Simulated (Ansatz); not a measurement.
# Molecular dynamics of CaPH₅O₆

The input (input.yaml):

```yaml
accuracy: low
crystal:
  lattice:
    - [3.168712, -7.571, 0.0]
    - [3.168712, 7.571, 0.0]
    - [-2.788989, 0.0, 5.091468]
  atoms:
    - { symbol: Ca, position: [0.92242601, 0.56478678, 0.72749883] }
    - { symbol: Ca, position: [0.62241385, 0.92980758, 0.32762286] }
    - { symbol: H, position: [0.64969162, 0.34493729, 0.10812103] }
    - { symbol: H, position: [0.36744323, 0.77204097, 0.69636629] }
    - { symbol: H, position: [-0.10000213, 0.87760859, 0.03739276] }
    - { symbol: H, position: [1.08615564, 0.11850705, 0.66374296] }
    - { symbol: H, position: [0.04441261, 0.8399733, 0.17947855] }
    - { symbol: H, position: [0.92749559, 0.08560588, 0.82065642] }
    - { symbol: H, position: [0.42100728, 0.4257197, 0.40799219] }
    - { symbol: H, position: [0.50792302, 0.4835968, 0.00543415] }
    - { symbol: H, position: [0.29402268, 0.16609009, 0.2815412] }
    - { symbol: H, position: [0.32229466, 0.50759408, 0.96135597] }
    - { symbol: P, position: [0.37031011, 0.0480368, 0.70681889] }
    - { symbol: P, position: [0.09123314, 0.44212698, 0.26257521] }
    - { symbol: O, position: [0.53843717, 0.31444765, 0.95318511] }
    - { symbol: O, position: [0.35903171, 0.64595121, 0.49932102] }
    - { symbol: O, position: [0.52350651, 0.0928167, 0.54905558] }
    - { symbol: O, position: [0.13109228, 0.54586603, 0.05505289] }
    - { symbol: O, position: [0.09924688, 0.88862567, 0.53374486] }
    - { symbol: O, position: [0.98058016, 0.17166421, 0.16737067] }
    - { symbol: O, position: [0.36698331, 0.89124014, 0.84784679] }
    - { symbol: O, position: [0.91177542, 0.44334534, 0.32357982] }
    - { symbol: O, position: [-0.08904876, 0.75935198, 0.01785562] }
    - { symbol: O, position: [0.98675268, 0.14990306, 0.7068557] }
    - { symbol: O, position: [0.47831809, 0.35043309, 0.39217306] }
    - { symbol: O, position: [0.51175208, 0.60886233, 1.0348526] }
basis:
  ecutwfc: 420.0
kpoints:
  mp_grid: { grid: [2, 2, 2] }
hamiltonian:
  xc: pbesol
scf:
  occupations: { method: fermi_dirac, width: 0.05 }
  lower_state_search: "off"
md:
  timestep: 0.5
  n_steps: 110
  ensemble: nvt_langevin
  temperature: 1920.0
  initial_velocities: maxwell_boltzmann
  seed: 315814
  friction: 0.01
```

Run as:

```bash
$ ansatz run input.yaml --threads 1 --pin off --max-ram 3072MiB --backend cpu --events-out ev --progress --plain --runs-dir out
```

It goes on from the last frame of an earlier run, with new velocities.

Output, in part (step lines):

```
md step     0: t =     0.00 fs  T =  1846.2 K  F+E_penalty+E_count = -11967.22671038 eV  E_kin = 6.204480 eV  (10 SCF iters)
md step     1: t =     0.50 fs  T =  1826.5 K  F+E_penalty+E_count = -11967.10471690 eV  E_kin = 6.138531 eV  (9 SCF iters)
md step     2: t =     1.00 fs  T =  1774.3 K  F+E_penalty+E_count = -11966.97041927 eV  E_kin = 5.962917 eV  (9 SCF iters)
md step     3: t =     1.50 fs  T =  1711.7 K  F+E_penalty+E_count = -11966.81293747 eV  E_kin = 5.752502 eV  (9 SCF iters)
md step     4: t =     2.00 fs  T =  1671.5 K  F+E_penalty+E_count = -11966.62644738 eV  E_kin = 5.617637 eV  (9 SCF iters)
md step     5: t =     2.50 fs  T =  1564.8 K  F+E_penalty+E_count = -11966.42291695 eV  E_kin = 5.259082 eV  (6 SCF iters)
md step     6: t =     3.00 fs  T =  1593.8 K  F+E_penalty+E_count = -11966.19862367 eV  E_kin = 5.356264 eV  (6 SCF iters)
md step     7: t =     3.50 fs  T =  1496.9 K  F+E_penalty+E_count = -11965.96455735 eV  E_kin = 5.030873 eV  (7 SCF iters)
[... lines left out ...]
md step   110: t =    55.00 fs  T =  1780.2 K  F+E_penalty+E_count = -11964.14566299 eV  E_kin = 5.982866 eV  (9 SCF iters)
```

The steps, from the saved trajectory:

```json
{"time (fs)": "0.0", "T (K)": "1846", "potential energy less start (eV)": "0.000"}
{"time (fs)": "1.5", "T (K)": "1712", "potential energy less start (eV)": "0.414"}
{"time (fs)": "3.0", "T (K)": "1594", "potential energy less start (eV)": "1.028"}
{"time (fs)": "4.5", "T (K)": "1410", "potential energy less start (eV)": "1.684"}
{"time (fs)": "6.0", "T (K)": "1392", "potential energy less start (eV)": "2.354"}
{"time (fs)": "7.5", "T (K)": "1472", "potential energy less start (eV)": "2.365"}
{"time (fs)": "9.0", "T (K)": "1740", "potential energy less start (eV)": "1.975"}
{"time (fs)": "10.5", "T (K)": "1891", "potential energy less start (eV)": "1.853"}
{"time (fs)": "12.0", "T (K)": "1774", "potential energy less start (eV)": "1.666"}
{"time (fs)": "13.5", "T (K)": "1705", "potential energy less start (eV)": "1.916"}
{"time (fs)": "15.0", "T (K)": "1637", "potential energy less start (eV)": "2.378"}
{"time (fs)": "16.5", "T (K)": "1612", "potential energy less start (eV)": "2.556"}
{"time (fs)": "18.0", "T (K)": "1839", "potential energy less start (eV)": "1.857"}
{"time (fs)": "19.5", "T (K)": "1884", "potential energy less start (eV)": "2.060"}
{"time (fs)": "21.0", "T (K)": "1704", "potential energy less start (eV)": "2.925"}
{"time (fs)": "22.5", "T (K)": "1907", "potential energy less start (eV)": "2.035"}
{"time (fs)": "24.0", "T (K)": "1899", "potential energy less start (eV)": "2.211"}
{"time (fs)": "25.5", "T (K)": "1611", "potential energy less start (eV)": "3.364"}
{"time (fs)": "27.0", "T (K)": "1628", "potential energy less start (eV)": "3.530"}
{"time (fs)": "28.5", "T (K)": "1833", "potential energy less start (eV)": "2.953"}
{"time (fs)": "30.0", "T (K)": "2023", "potential energy less start (eV)": "2.643"}
{"time (fs)": "31.5", "T (K)": "1990", "potential energy less start (eV)": "2.648"}
{"time (fs)": "33.0", "T (K)": "2049", "potential energy less start (eV)": "2.254"}
{"time (fs)": "34.5", "T (K)": "2061", "potential energy less start (eV)": "2.116"}
{"time (fs)": "36.0", "T (K)": "1930", "potential energy less start (eV)": "2.504"}
{"time (fs)": "37.5", "T (K)": "1847", "potential energy less start (eV)": "2.944"}
{"time (fs)": "39.0", "T (K)": "1840", "potential energy less start (eV)": "3.056"}
{"time (fs)": "40.5", "T (K)": "1751", "potential energy less start (eV)": "3.082"}
{"time (fs)": "42.0", "T (K)": "1815", "potential energy less start (eV)": "2.919"}
{"time (fs)": "43.5", "T (K)": "1938", "potential energy less start (eV)": "2.752"}
{"time (fs)": "45.0", "T (K)": "2124", "potential energy less start (eV)": "2.326"}
{"time (fs)": "46.5", "T (K)": "2276", "potential energy less start (eV)": "2.020"}
{"time (fs)": "48.0", "T (K)": "2437", "potential energy less start (eV)": "1.721"}
{"time (fs)": "49.5", "T (K)": "2340", "potential energy less start (eV)": "1.607"}
{"time (fs)": "51.0", "T (K)": "2538", "potential energy less start (eV)": "1.348"}
{"time (fs)": "52.5", "T (K)": "2464", "potential energy less start (eV)": "1.266"}
{"time (fs)": "54.0", "T (K)": "2039", "potential energy less start (eV)": "2.509"}
```

All steps were run. A run of 0.055 ps of so small a system gives no equilibrium averages. Limits of this set-up: coarse k mesh, low accuracy level.

Mean squared displacements from the first frame to the last, about the centre of mass: Ca 0.15 Å², H 1.42 Å², P 0.10 Å², O 0.38 Å².

Last frame:

```xyz
26
Lattice="3.1687 -7.5710 0.0000 3.1687 7.5710 0.0000 -2.7890 0.0000 5.0915" Properties=species:S:1:pos:R:3
Ca 2.990 -2.708 3.657
Ca 4.017 2.703 1.361
H 3.475 -1.121 0.121
H 1.709 2.750 3.053
H 2.431 7.126 1.131
H 0.709 -7.101 3.532
H 1.749 5.557 1.105
H 1.220 -5.728 3.844
H 2.511 0.112 1.989
H 2.749 0.720 -0.277
H 1.553 -1.038 2.793
H 1.401 0.224 4.970
P -0.743 -2.482 3.662
P 0.770 2.299 1.336
O -0.232 -1.328 4.676
O 1.952 2.017 2.469
O 0.648 -2.718 2.771
O 1.666 2.947 0.285
O 1.459 5.891 2.947
O 3.261 -6.536 0.826
O 2.072 3.782 4.179
O 2.987 -4.282 2.019
O 2.237 6.280 0.456
O 0.971 -6.234 3.209
O 2.472 -0.667 2.517
O 0.921 0.982 4.749
```

Run time: 16 min on 1 thread of Arm Neoverse V1, on a shared host, peak memory 0.67 GiB.
